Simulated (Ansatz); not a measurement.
Relaxation of a periodic cell of 13 atoms, Sn₄HI₈ (host SnI2, host structure P4_2/mnm, interstitial H), cell charge +1, to a largest force component of 0.08 eV/Å in at most 25 steps.

Computed with DFT PBEsol, scalar-relativistic, plane waves, PAW in Ansatz 0.2.0. Settings: accuracy low, cutoff 420 eV, k mesh 1x1x1, fermi-dirac smearing 0.02 eV, no spin polarisation.

```xyz
13
Lattice="7.5839 0.0000 0.0000 0.0000 7.5839 0.0000 0.0000 0.0000 9.2389" Properties=species:S:1:pos:R:3:forces:R:3
Sn 0.000 0.000 0.000 0.04 0.09 -0.23
Sn 3.792 3.792 2.310 -0.11 0.04 -0.01
I 2.245 2.245 0.000 0.35 0.49 -0.28
I 5.339 5.339 0.000 -0.60 -0.16 0.16
I 6.037 1.547 2.310 0.21 -0.61 0.00
I 1.547 6.037 2.310 -0.12 0.14 0.00
Sn 0.000 0.000 4.619 0.05 0.10 0.23
Sn 3.792 3.792 6.929 0.04 0.02 0.01
I 2.245 2.245 4.619 0.34 0.48 0.28
I 5.339 5.339 4.619 -0.61 -0.14 -0.18
I 6.037 1.547 6.929 0.27 -0.37 0.00
I 1.547 6.037 6.929 -0.35 0.13 0.00
H 4.376 6.750 2.324 0.49 -0.19 0.01
```

Q: Where does it end, and by what steps?

A: The forces met the threshold. The threshold is loose, so the end isn't yet a minimum. The force dipped under the threshold on the way, but the program's further checks kept it going. Limits of this set-up: coarse k mesh, low accuracy level, charged cell in a uniform background, uncorrected. After 23 steps the energy has fallen by 3.137 eV; Sn2 moved furthest, 2.00 Å. Parted: Sn2–I4, Sn2–I10. Joined: I4–H13, I10–H13.

```csv
step,energy less start (eV),largest force component (eV/Å),accepted
0,0.0000,0.614,yes
1,-0.6399,0.689,yes
2,-1.0322,0.667,yes
3,-1.4064,0.623,yes
4,-1.7729,0.640,yes
5,-2.0272,0.363,yes
6,-2.2250,0.245,yes
7,-2.3727,0.214,yes
8,-2.4572,0.177,yes
9,-2.5251,0.346,yes
10,-2.5841,0.180,yes
11,-2.6449,0.214,yes
12,-2.7321,0.297,yes
13,-2.8433,0.299,yes
14,-2.9444,0.255,yes
15,-3.0251,0.315,yes
16,-3.0740,0.240,yes
17,-3.0690,0.603,no
18,-3.1162,0.143,yes
19,-3.1258,0.149,yes
20,-3.1320,0.077,yes
21,-3.1320,0.077,yes
22,-3.1341,0.065,yes
23,-3.1371,0.037,yes
```

```xyz
13
Lattice="7.5839 0.0000 0.0000 0.0000 7.5839 0.0000 0.0000 0.0000 9.2389" Properties=species:S:1:pos:R:3
Sn 0.084 0.254 -0.137
Sn 2.292 2.475 2.311
I 2.200 2.393 -0.659
I 5.045 5.228 0.443
I 6.812 2.216 2.309
I 2.053 6.989 2.310
Sn 0.083 0.253 4.756
Sn 4.433 4.739 6.932
I 2.199 2.393 5.280
I 5.047 5.230 4.182
I 5.679 1.265 6.929
I 1.215 5.878 6.929
H 5.152 5.357 2.314
```

Time of the run: 80 s on 1 thread of Arm Neoverse V1, on a shared host, peak memory 0.55 GiB.
